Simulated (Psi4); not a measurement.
# triplet AlCl3: levels of theory compared

Wanted: a comparison of 4 runs (UHF/3-21G, UDSD-PBEP86/6-311+G**, UHSE06/6-311+G**, UMP3/6-311+G**) of triplet AlCl3. 

The results are computed with Psi4 1.11.

## Step 1: Starting point

AlCl3 has 4 atoms, charge 0, and is taken as a triplet. As SMILES of the parent species, `Cl[Al](Cl)Cl`. The shape is that of a PBE0-D4/def2-TZVP optimisation. That shape belongs to the parent species and isn't relaxed for this state.

Bond lengths: Cl1–Al2 2.069 Å, Al2–Cl3 2.069 Å, Al2–Cl4 2.069 Å. Angles: Cl1–Al2–Cl3 120.0°, Cl1–Al2–Cl4 120.0°, Cl3–Al2–Cl4 120.0°.

## Step 2: Energy and forces at UHF/3-21G (run 1)

calc.dat reads:

```
memory 2.2 GB

molecule geom {
  0 3
  Cl
  Al 1 R2
  Cl 2 R3 1 A3
  Cl 2 R4 1 A4 3 D4

  R2 = 2.068814
  R3 = 2.068826
  A3 = 119.99873
  R4 = 2.068824
  A4 = 119.99836
  D4 = -179.99955
  units angstrom
  symmetry c1
  no_reorient
  no_com
}

set globals {
  reference     uhf
  puream        true
  e_convergence 1e-09
  d_convergence 1e-08
  scf_type      pk
  maxiter       100
}

result, w = gradient('scf/3-21G', return_wfn=True)
oeprop(w, 'WIBERG_LOWDIN_INDICES', 'DIPOLE', 'MULLIKEN_CHARGES')
print_variables()
```

Command:

```console
$ psi4 -n 1 calc.dat calc.out
```

calc.out:

```text
[...]
  Running in c1 symmetry.
[...]
  Nuclear repulsion =  297.623987819557044
[...]
  Multiplicity = 3
[...]
  Nalpha       = 33
  Nbeta        = 31
[...]
    Number of basis functions: 52
[...]
   @UHF iter   1: -1612.37984047778627   -1.49310e-03   3.04051e-03 DIIS/ADIIS
[...]
   @UHF iter  16: -1612.40340665796498    9.09495e-13   4.82369e-09 DIIS
[...]
   @S^2 Observed:                2.024315531E+00
[...]
    Orbital Energies [Eh]
    ---------------------
    Alpha Occupied:
       1A   -104.161152     2A   -104.161149     3A   -104.161090
       4A    -58.170337     5A    -10.557207     6A    -10.557204
       7A    -10.557010     8A     -8.023926     9A     -8.023923
      10A     -8.023890    11A     -8.019474    12A     -8.019470
      13A     -8.019310    14A     -8.013391    15A     -8.013125
      16A     -8.013121    17A     -4.984846    18A     -3.283322
      19A     -3.283322    20A     -3.278207    21A     -1.187458
      22A     -1.167444    23A     -1.167442    24A     -0.667185
      25A     -0.596126    26A     -0.596124    27A     -0.552683
      28A     -0.550937    29A     -0.550934    30A     -0.536769
      31A     -0.522608    32A     -0.522606    33A     -0.197960
[...]
  @UHF Final Energy: -1612.40340665796498
   => Energetics <=
    Nuclear Repulsion Energy =            297.6239878195570441
    One-Electron Energy =               -2825.3218194969431352
    Two-Electron Energy =                 915.2944250194211691
    Total Energy =                      -1612.4034066579649789
  UHF NO Occupations:
  HONO-2 :   31  A 1.9948546
  HONO-1 :   32  A 1.0000000
[...]
  -Total Gradient:
     Atom            X                  Y                   Z
    ------   -----------------  -----------------  -----------------
       1       -0.000002713375    -0.000000205982     0.090138272582
       2        0.000007527190     0.000001093522    -0.000008152117
       3       -0.000002713467     0.078063271270    -0.045065259019
       4       -0.000002100347    -0.078064158810    -0.045064861459
[...]
 Multipole Moments:
 ------------------------------------------------------------------------------------
     Multipole            Electronic (a.u.)      Nuclear  (a.u.)        Total (a.u.)
 ------------------------------------------------------------------------------------
 L = 1.  Multiply by 2.5417464519 to convert [e a0] to [Debye]
 Dipole X            :          0.0001355           -0.0000008            0.0001347
 Dipole Y            :          0.0000076            0.0000003            0.0000079
 Dipole Z            :         -0.0000440           -0.0000047           -0.0000487
 Magnitude           :                                                    0.0001435
[...]
  Mulliken Charges: (a.u.)
   Center  Symbol    Alpha    Beta     Spin     Total
       1    CL     8.78374  8.41154  0.37220 -0.19528
       2    AL     6.64878  5.76538  0.88340  0.58584
       3    CL     8.78374  8.41154  0.37220 -0.19528
       4    CL     8.78374  8.41154  0.37220 -0.19528
   Total alpha = 33.00000, Total beta = 31.00000, Total charge = -0.00000
  Wiberg Bond Indices using Orthogonal Lowdin Orbitals:
  Total Bond Index:
  Irrep: 1 Size: 4 x 4
[...]
```

It took 3.3 s on 1 thread of Intel Xeon Platinum 8259CL at 2.50GHz (Skylake/Cascade Lake), shared host; peak memory 0.19 GiB.

## Step 3: The energy at UDSD-PBEP86/6-311+G(d,p) (density fitting for correlation) (run 2)

calc.py reads:

```python
import psi4

psi4.set_memory('2200 MB')
psi4.set_num_threads(1)
psi4.set_output_file('output.dat', False)

m = psi4.geometry("""
0 3
Cl    -2.14493364    -0.20492190     3.26206413
Al     0.00001890     0.00000000    -0.00003779
Cl     3.29182732    -2.08631433    -0.30921589
Cl    -1.14691258     2.29125513    -2.95282935
units au
symmetry c1
""")

psi4.set_options({
    'basis': '6-311+G**',
    'reference': 'uks',
    'puream': True,
    'e_convergence': 1e-09,
    'd_convergence': 1e-08,
    'scf_type': 'pk',
    'dft_radial_points': 99,
    'dft_spherical_points': 590,
    'num_frozen_docc': 20,
    'maxiter': 100,
})

result, w = psi4.energy('dsd-pbep86', return_wfn=True)
print(f'total energy {result:.8f} hartree = {result * 27.211386:.5f} eV')
```

Command:

```console
$ python calc.py
```

output.dat:

```text
[...]
  Running in c1 symmetry.
[...]
  Nuclear repulsion =  297.623989508481714
[...]
  Multiplicity = 3
[...]
  Nalpha       = 33
  Nbeta        = 31
[...]
    Number of basis functions: 120
[...]
   @UKS iter   1: -1621.44322605621119   -1.24556e-01   2.28928e-03 DIIS/ADIIS
[...]
   @UKS iter  15: -1621.47184616437858    4.82032e-11   8.48391e-09 DIIS
[...]
   @S^2 Observed:                2.022054242E+00
[...]
    Orbital Energies [Eh]
    ---------------------
    Alpha Occupied:
       1A   -103.737500     2A   -103.737500     3A   -103.737499
       4A    -57.691384     5A    -10.237416     6A    -10.237415
       7A    -10.237408     8A     -7.807157     9A     -7.807156
      10A     -7.807155    11A     -7.800956    12A     -7.800955
      13A     -7.800955    14A     -7.797100    15A     -7.797100
      16A     -7.797099    17A     -4.702190    18A     -3.094909
      19A     -3.094909    20A     -3.092434    21A     -1.077312
      22A     -1.061635    23A     -1.061634    24A     -0.606028
      25A     -0.543249    26A     -0.543247    27A     -0.507112
      28A     -0.507111    29A     -0.498011    30A     -0.488064
      31A     -0.473564    32A     -0.473563    33A     -0.162556
[...]
  @UKS Final Energy: -1621.47184616437858
   => Energetics <=
    Nuclear Repulsion Energy =            297.6239895084817135
    One-Electron Energy =               -2835.0026548579971859
    Two-Electron Energy =                 945.2214799025196044
    DFT Exchange-Correlation Energy =     -29.3146607173827931
    Empirical Dispersion Energy =           0.0000000000000000
    VV10 Nonlocal Energy =                  0.0000000000000000
    Total Energy =                      -1621.4718461643785758
[...]
 Multipole Moments:
 ------------------------------------------------------------------------------------
     Multipole            Electronic (a.u.)      Nuclear  (a.u.)        Total (a.u.)
 ------------------------------------------------------------------------------------
 L = 1.  Multiply by 2.5417464519 to convert [e a0] to [Debye]
 Dipole X            :          0.0000684           -0.0000023            0.0000661
 Dipole Y            :          0.0001140            0.0000006            0.0001145
 Dipole Z            :          0.0000580            0.0000041            0.0000621
 Magnitude           :                                                    0.0001461
[...]
```

The script printed:

```text
total energy -1621.73015869 hartree = -44129.52534 eV
```

Run time: 30 s. Hardware: 1 thread of Intel Xeon Platinum 8259CL at 2.50GHz (Skylake/Cascade Lake), shared host; peak memory 0.73 GiB.

## Step 4: The energy at UHSE06/6-311+G(d,p) (run 3)

input.in reads:

```
memory 2200 MB

molecule {
  0 3
  Cl    -1.135050    -0.108440     1.726210
  Al     0.000010     0.000000    -0.000020
  Cl     1.741960    -1.104030    -0.163630
  Cl    -0.606920     1.212480    -1.562570
  symmetry c1
  no_reorient
  no_com
}

set globals {
  reference uks
  puream true
  e_convergence 1e-09
  d_convergence 1e-08
  scf_type pk
  dft_radial_points 99
  dft_spherical_points 590
  maxiter 100
}

result, w = energy("hse06/6-311+G**", return_wfn=True)
oeprop(w, "MULLIKEN_CHARGES", "LOWDIN_CHARGES", "DIPOLE")
```

Command:

```console
$ psi4 input.in input.out -n 1
```

input.out, shortened:

```text
[...]
  Running in c1 symmetry.
[...]
  Nuclear repulsion =  297.623989262121370
[...]
  Multiplicity = 3
[...]
  Nalpha       = 33
  Nbeta        = 31
[...]
    Number of basis functions: 120
[...]
   @UKS iter   1: -1622.47300574943301    6.70217e-02   3.71861e-03 ADIIS/DIIS
[...]
   @UKS iter  12: -1622.55233527855171    4.54747e-13   7.41548e-09 DIIS
[...]
   @S^2 Observed:                2.006472613E+00
[...]
  @UKS Final Energy: -1622.55233527855171
   => Energetics <=
    Nuclear Repulsion Energy =            297.6239892621213698
    One-Electron Energy =               -2835.5574698292175526
    Two-Electron Energy =                 994.1017740061594168
    DFT Exchange-Correlation Energy =     -78.7206287176151847
    Empirical Dispersion Energy =           0.0000000000000000
    VV10 Nonlocal Energy =                  0.0000000000000000
    Total Energy =                      -1622.5523352785519364
[...]
 Multipole Moments:
 ------------------------------------------------------------------------------------
     Multipole            Electronic (a.u.)      Nuclear  (a.u.)        Total (a.u.)
 ------------------------------------------------------------------------------------
 L = 1.  Multiply by 2.5417464519 to convert [e a0] to [Debye]
 Dipole X            :          0.0000791           -0.0000756            0.0000035
 Dipole Y            :         -0.0002849            0.0003213            0.0000364
 Dipole Z            :          0.0002119           -0.0001701            0.0000418
 Magnitude           :                                                    0.0000555
[...]
  Mulliken Charges: (a.u.)
   Center  Symbol    Alpha    Beta     Spin     Total
       1    CL     8.24480  8.25507 -0.01027  0.50014
       2    AL     8.26566  6.23483  2.03083 -1.50048
       3    CL     8.24477  8.25505 -0.01028  0.50018
       4    CL     8.24478  8.25505 -0.01028  0.50017
   Total alpha = 33.00000, Total beta = 31.00000, Total charge =  0.00000
  Lowdin Charges: (a.u.)
   Center  Symbol    Alpha    Beta     Spin     Total
       1    CL     8.71702  8.24094  0.47608  0.04204
       2    AL     6.84890  6.27719  0.57172 -0.12609
[...]
```

It took 53 s on 1 thread of Intel Xeon Platinum 8259CL at 2.50GHz (Skylake/Cascade Lake), shared host; peak memory 0.93 GiB.

## Step 5: A single-point energy at UMP3/6-311+G(d,p) (run 4)

job.in reads:

```
memory 2200 mb

molecule mol {
  0 3
  Cl
  Al 1 r2
  Cl 2 r3 1 a3
  Cl 2 r4 1 a4 3 d4

  r2 = 2.068814
  r3 = 2.068826
  a3 = 119.99873
  r4 = 2.068824
  a4 = 119.99836
  d4 = -179.99955
  symmetry c1
}

set {
  reference       uhf
  puream          true
  e_convergence   1e-09
  d_convergence   1e-08
  scf_type        pk
  num_frozen_docc 20
  maxiter         100
  mp_type         conv
}

e_tot, wfn = energy('mp3/6-311+G**', return_wfn=True)
```

Command:

```console
$ psi4 job.in job.out -n 1
```

job.out:

```text
[...]
  Running in c1 symmetry.
[...]
  Nuclear repulsion =  297.623987819556987
[...]
  Multiplicity = 3
[...]
  Nalpha       = 33
  Nbeta        = 31
[...]
    Number of basis functions: 120
[...]
   @UHF iter   1: -1620.35999147878942   -2.05060e-01   1.87289e-03 ADIIS/DIIS
[...]
   @UHF iter  18: -1620.38571768836755    3.95630e-11   4.06834e-09 DIIS
[...]
   @S^2 Observed:                2.037228985E+00
[...]
    Orbital Energies [Eh]
    ---------------------
    Alpha Occupied:
       1A   -104.890640     2A   -104.890639     3A   -104.890639
       4A    -58.561093     5A    -10.618987     6A    -10.618986
       7A    -10.618979     8A     -8.092410     9A     -8.092409
      10A     -8.092407    11A     -8.085054    12A     -8.085054
      13A     -8.085053    14A     -8.081265    15A     -8.081264
      16A     -8.081263    17A     -4.971657    18A     -3.283863
      19A     -3.283863    20A     -3.280250    21A     -1.173711
      22A     -1.157602    23A     -1.157601    24A     -0.657402
      25A     -0.593291    26A     -0.593289    27A     -0.557545
      28A     -0.557543    29A     -0.545163    30A     -0.538851
      31A     -0.519435    32A     -0.519434    33A     -0.174523
[...]
  @UHF Final Energy: -1620.38571768836755
   => Energetics <=
    Nuclear Repulsion Energy =            297.6239878195569872
    One-Electron Energy =               -2834.6137310042540776
    Two-Electron Energy =                 916.6040254963296547
    Total Energy =                      -1620.3857176883675493
  UHF NO Occupations:
  HONO-2 :   31  A 1.9924966
  HONO-1 :   32  A 1.0000000
[...]
 Multipole Moments:
 ------------------------------------------------------------------------------------
     Multipole            Electronic (a.u.)      Nuclear  (a.u.)        Total (a.u.)
 ------------------------------------------------------------------------------------
 L = 1.  Multiply by 2.5417464519 to convert [e a0] to [Debye]
 Dipole X            :          0.0000874           -0.0000008            0.0000865
 Dipole Y            :          0.0000063            0.0000003            0.0000066
 Dipole Z            :         -0.0000242           -0.0000047           -0.0000289
 Magnitude           :                                                    0.0000915
[...]
	SCS-MP2 Total Energy (a.u.)        : -1620.85435655361925
	SOS-MP2 Total Energy (a.u.)        : -1620.84447234591630
[...]
	SOS-PI-MP2 Total Energy (a.u.)     : -1620.87976116572781
[...]
	MP2 Total Energy (a.u.)            : -1620.87412496902584
[...]
	SCS-MP3 Total Energy (a.u.)        : -1620.86307152436939
[...]
	MP3 Total Energy (a.u.)            : -1620.90898485202638
[...]
```

It took 48 s on 1 thread of Intel Xeon Platinum 8259CL at 2.50GHz (Skylake/Cascade Lake), shared host; peak memory 1.4 GiB.

## Step 6: Overview of the runs

| run | level | task | frozen core orbitals | energy (Eh) | HOMO energy (eV) | ⟨S²⟩ | wall time |
| --- | --- | --- | --- | --- | --- | --- | --- |
| 1 | UHF/3-21G | gradient | 0 | -1612.403407 | -5.39 | 2.024 | 3.3 s |
| 2 | UDSD-PBEP86/6-311+G** (density fitting for correlation) | energy | 20 | -1621.730159 | -4.42 | 2.022 | 30 s |
| 3 | UHSE06/6-311+G** | energy | 0 | -1622.552335 | -3.19 | 2.006 | 53 s |
| 4 | UMP3/6-311+G** | energy | 20 | -1620.908985 | -4.75 | 2.037 | 48 s |

## Step 7: Results

| quantity | value |
| --- | --- |
| run 4: total energy | -1620.90898 Eh |
| run 4: HOMO energy (Hartree–Fock orbitals) (highest over α and β) | -4.75 eV |
| run 4: correlation energy (20 core orbitals frozen) | -523.3 mEh |
| run 4: ⟨S²⟩ of the reference determinant | 2.037 |

Totals of different functionals can't be ranked against each other. All runs together took 2.2 min, the longest 53 s.
